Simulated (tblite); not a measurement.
# FGe3H9Si: the cost of one run

Computed with tblite 0.8.0 and PySCF 2.14.0; each step states its level. No surroundings beyond the atoms listed, unless a continuum is named. Atoms count from 0, parts from 1.

## (1) The system as given

14 atoms, charge 0, multiplicity 1; geometry: distance geometry start.

## (2) Geometry optimisation with GFN2-xTB

Job settings and geometry (Å):

```
{"job": {"kind": "relax", "xc": "GFN2-xTB", "basis": "xTB"}, "charge": 0, "multiplicity": 1}
Si     0.090693    -0.092166    -0.600623
Ge    -0.956644     1.918432    -0.166698
Ge     2.217812    -0.180848     0.336129
Ge    -1.326083    -1.712090     0.217445
F      0.328434    -0.227762    -2.273589
H     -1.206038     2.630101    -1.539928
H     -2.363718     1.694932     0.458372
H     -0.149240     2.806348     0.815625
H      3.041751    -1.188612    -0.477809
H      2.939851     1.202059     0.262866
H      2.172326    -0.751111     1.779580
H     -1.454797    -2.775616    -0.885640
H     -0.681586    -2.256317     1.539678
H     -2.704979    -1.065888     0.562050
```

Method: GFN2-xTB geometry optimisation, gas phase.

The run is started by

```
$ OMP_NUM_THREADS=1 python cluster_run.py task.json out
```

This one command runs all jobs of the session in turn.

Q: Estimate the wall time of this first job on 1 thread of AMD EPYC 7R43, shared host.

About 2 s.
